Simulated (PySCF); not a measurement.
# C4H4Br2: the cost of one run

The runs use PySCF 2.14.0, with density-fitted response routines of our own; the level of theory stands in each step. All values are computed, except where a source is named. Atoms are numbered from 0 throughout.

3 further runs of the same task are left out: 3 for a faulty analytic Hessian.

## (1) The molecule as given

10 atoms, charge 0, multiplicity 1; geometry from: GFN2-xTB.

Bonds of the start (Å): C0–C1 1.33, C1–Br2 1.92, C1–C3 1.45, C3–C4 1.33, C3–Br5 1.92, C0–H6 1.08, C0–H7 1.08, C4–H8 1.08, C4–H9 1.08.

## (2) Optimising the geometry at PBE0-D3(BJ)/def2-SVP

Job settings and geometry (Å):

```
{"job": {"xc": "PBE0", "basis": "def2-SVP", "d3": "d3bj", "grid": 1, "kind": "geom"}, "charge": 0, "multiplicity": 1}
C      1.813310    -0.406990     0.038540
C      0.614860     0.045160     0.385920
Br     0.439570     0.915060     2.090400
C     -0.614000    -0.041540    -0.387680
C     -1.812110     0.412070    -0.041020
Br    -0.439910    -0.916500    -2.089700
H      2.665000    -0.294600     0.685620
H      1.982230    -0.903220    -0.901520
H     -1.980140     0.912070     0.897200
H     -2.664460     0.296870    -0.686720
```

**Question.** How long does this first job take on 4 threads of Arm Neoverse V2, shared host?

About 48 s.
